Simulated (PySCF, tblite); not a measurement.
# C9H8O2: geometry, infrared bands and NMR shifts

Aim: predict the infrared bands and NMR shifts of C9H8O2 (`C1=COC(c2ccco2)=CC1`).

The runs use tblite 0.8.0 and PySCF 2.14.0, with density-fitted response routines of our own; the level of theory stands in each step. All values are computed, except where a source is named. Atoms count from 0, in the outputs and in this text.

## (1) The starting structure

19 atoms, charge 0, multiplicity 1; geometry from: force field or distance geometry start.

Bonds of the start (Å): C0–C1 1.34, C1–O2 1.39, O2–C3 1.37, C3–C4 1.42, C4–C5 1.40, C5–C6 1.42, C6–C7 1.38, C7–O8 1.35, C3–C9 1.36, C9–C10 1.50, C10–C0 1.49, O8–C4 1.38, C0–H11 1.10, C1–H12 1.06, C5–H13 1.08, C6–H14 1.07, C7–H15 1.08, C9–H16 1.09, C10–H17 1.09, C10–H18 1.09.

## (2) Relaxing the molecule with GFN2-xTB

What the job is given:

```
{"job": {"kind": "relax", "xc": "GFN2-xTB", "basis": "xTB"}, "charge": 0, "multiplicity": 1}
C     -2.991800     0.096700     0.100300
C     -2.327500     0.115200    -1.062600
O     -0.938800     0.063400    -1.133100
C     -0.219900     0.015400     0.036900
C      1.196800    -0.037000    -0.097700
C      1.958200    -0.027500    -1.272100
C      3.329400    -0.080200    -0.908500
C      3.352200    -0.119300     0.468800
O      2.089300    -0.099300     0.956500
C     -0.803100    -0.009300     1.262100
C     -2.291100     0.035400     1.416700
H     -4.088100     0.132800     0.102900
H     -2.779200     0.155900    -2.023900
H      1.566300     0.015200    -2.275800
H      4.185500    -0.084400    -1.556800
H      4.130700    -0.170900     1.215700
H     -0.199300    -0.051400     2.165600
H     -2.560300     0.909100     2.015800
H     -2.619000    -0.850400     1.970000
```

The run is started by

```sh
> OMP_NUM_THREADS=1 python probes_run.py task.json out
```

One launch serves the whole session: the jobs run in the order shown.

**Question.** This job is followed by: GFN2-xTB harmonic vibrations, gas phase; GIAO PBE0/pcSseg-1 NMR shielding, non-relativistic, gas phase. Predict these results of the whole session: strongest single infrared mode (GFN2-xTB); zero-point energy (GFN2-xTB); 13C shifts against TMS (PBE0/pcSseg-1); 1H shifts against TMS (PBE0/pcSseg-1, means over atoms taken as alike); 17O shifts against H2O (PBE0/pcSseg-1).

**Answer**, as computed:

| quantity | value |
| --- | --- |
| strongest single infrared mode (GFN2-xTB) | 2908 cm⁻¹, 89 km/mol |
| zero-point energy (GFN2-xTB) | 90.7 kcal/mol |
| 13C shifts against TMS (PBE0/pcSseg-1) | 155.5, 149.7, 148.2, 146.9, 118.2, 113.9, 105.9, 101.8, 25.1 ppm |
| 1H shifts against TMS (PBE0/pcSseg-1, means over atoms taken as alike) | 7.47, 6.74, 6.66, 6.59, 5.59, 4.87, 3.18 ppm |
| 17O shifts against H2O (PBE0/pcSseg-1) | 285.4, 152.4 ppm |

In words: The optimisation took 19 steps and gained 0.195 eV; among the close pairs (by a distance rule), C4–O8 changed most, from 1.383 to 1.352 Å. No mode is imaginary among the 51: a minimum at this level. The strongest single mode, at 2908 cm⁻¹, moves mainly H18 and H17. Unscaled tight-binding wavenumbers are off by several per cent, some by more. Its intensities can rank the bands wrongly. At PBE0/pcSseg-1: Shielding is most anisotropic at O8 (span 342 ppm, paramagnetic term -347 ppm). NICS(1)zz of -25 ppm above the planar ring from C4 marks a diatropic (aromatic) ring current.
